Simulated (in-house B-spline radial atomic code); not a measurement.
# Zr¹⁹⁺: excited configurations

How much energy does it take to promote electrons of Zr¹⁹⁺ to other shells? Each configuration is solved by itself and compared with the reference.

The numbers are computed with in-house B-spline radial atomic code version 1 (Dirac-Hartree-Fock, average of configuration, Fermi nucleus, basis-set limit), except any that are marked as measured or tabulated.

### 1 What is computed

| Item | Value |
| --- | --- |
| element | zirconium (Z = 40) |
| charge | +19 |
| electrons | 21 |
| configuration | [Ar] 3d3 |
| Hamiltonian | Dirac-Coulomb |
| nucleus | Fermi, rms radius 4.269 fm |

The outer shells:

[Ar] 3d3
```
[Ar] core
3d [↑ ][↑ ][↑ ][  ][  ]
```

The boxes draw the filling by Hund's rule, which heavy ions in jj coupling don't follow; these runs average over all states of the configuration.

Settings, as recorded:

```ini
Z = 40
electrons = 21.0
configuration = [Ar] 3d3
hamiltonian = dirac
method = hf
spin_polarised = False
nucleus = fermi
rms_radius = 4.2694
mass_number = 90
atomic_mass = 89.904698755
speed_of_light = 137.035999084
```

The reference is known from an earlier run: -3401.531800 hartree in all. Up to eight levels, counted from the top:

| orbital | occupation | energy (eV) | <r> (bohr) |
| --- | --- | --- | --- |
| 2s1/2 | 2 | -3259.15 | 0.1610 |
| 2p1/2 | 2 | -3034.72 | 0.1378 |
| 2p3/2 | 4 | -2947.62 | 0.1420 |
| 3s1/2 | 2 | -1030.37 | 0.4232 |
| 3p1/2 | 2 | -943.19 | 0.4133 |
| 3p3/2 | 4 | -925.81 | 0.4208 |
| 3d3/2 | 1.2 | -803.12 | 0.3811 |
| 3d5/2 | 1.8 | -799.70 | 0.3833 |

### 2 Configuration [Ne] 3s2 3p5 3d3 7g1

Settings, as recorded:

```ini
Z = 40
electrons = 21.0
configuration = [Ne] 3s2 3p5 3d3 7g1
hamiltonian = dirac
method = hf
spin_polarised = False
nucleus = fermi
rms_radius = 4.2694
mass_number = 90
atomic_mass = 89.904698755
speed_of_light = 137.035999084
```

### 3 Configuration [Ar] 3d2 7s1

Settings: those of step 2 with these lines changed.

```diff
@@ -2,3 +2,3 @@
 electrons = 21.0
-configuration = [Ne] 3s2 3p5 3d3 7g1
+configuration = [Ar] 3d2 7s1
 hamiltonian = dirac
```

### 4 Run with [Ne] 3s2 3p5 3d3 4d1

Settings: those of step 3 with these lines changed.

```diff
@@ -2,3 +2,3 @@
 electrons = 21.0
-configuration = [Ar] 3d2 7s1
+configuration = [Ne] 3s2 3p5 3d3 4d1
 hamiltonian = dirac
```

### 5 Configuration [Ar] 3d2 7p1

Settings: those of step 4 with these lines changed.

```diff
@@ -2,3 +2,3 @@
 electrons = 21.0
-configuration = [Ne] 3s2 3p5 3d3 4d1
+configuration = [Ar] 3d2 7p1
 hamiltonian = dirac
```

### 6 Run with [Ne] 3s2 3p5 3d3 4p1

Settings: those of step 5 with these lines changed.

```diff
@@ -2,3 +2,3 @@
 electrons = 21.0
-configuration = [Ar] 3d2 7p1
+configuration = [Ne] 3s2 3p5 3d3 4p1
 hamiltonian = dirac
```

Q: How far above the reference does each configuration lie (order and size, in eV)?

As calculated:

| net move | configuration | energy above the reference (eV) | with Breit, QED, recoil (eV) | largest <r> (bohr) |
| --- | --- | --- | --- | --- |
| 3p → 4p | [Ne] 3s2 3p5 3d3 4p1 | 482.56 | 482.14 | 0.882 |
| 3p → 4d | [Ne] 3s2 3p5 3d3 4d1 | 531.41 | 530.85 | 0.888 |
| 3d → 7s | [Ar] 3d2 7s1 | 665.48 | 665.38 | 3.06 |
| 3d → 7p | [Ar] 3d2 7p1 | 670.69 | 670.59 | 3.15 |
| 3p → 7g | [Ne] 3s2 3p5 3d3 7g1 | 818.44 | 817.82 | 3.15 |

Quantum defects of the promoted electron, δ = n − ζ/√(−2ε) with ζ = 20 and ε its orbital energy in hartree:

| promotion | δ |
| --- | --- |
| 3p → 4p | 0.513 |
| 3p → 4d | 0.305 |
| 3d → 7s | 0.616 |
| 3d → 7p | 0.488 |
| 3p → 7g | 0.015 |

**Reading.** At the bottom stands 3p → 4p (482.56 eV), at the top 3p → 7g (818.44 eV). Koopmans' estimate of the ionisation threshold is 799.70 eV; 1 configuration exceeds it by over 2 % and could autoionise. Of those tabulated, the defect is largest for 7s (0.62) and least for 7g (0.02); at this charge much of the defect is relativistic. Two partly filled shells share a symmetry and can mix in the average, which may lower the energy, for: 3p → 4p; 3p → 4d. These are averages over configurations, without correlation, not spectroscopic levels.
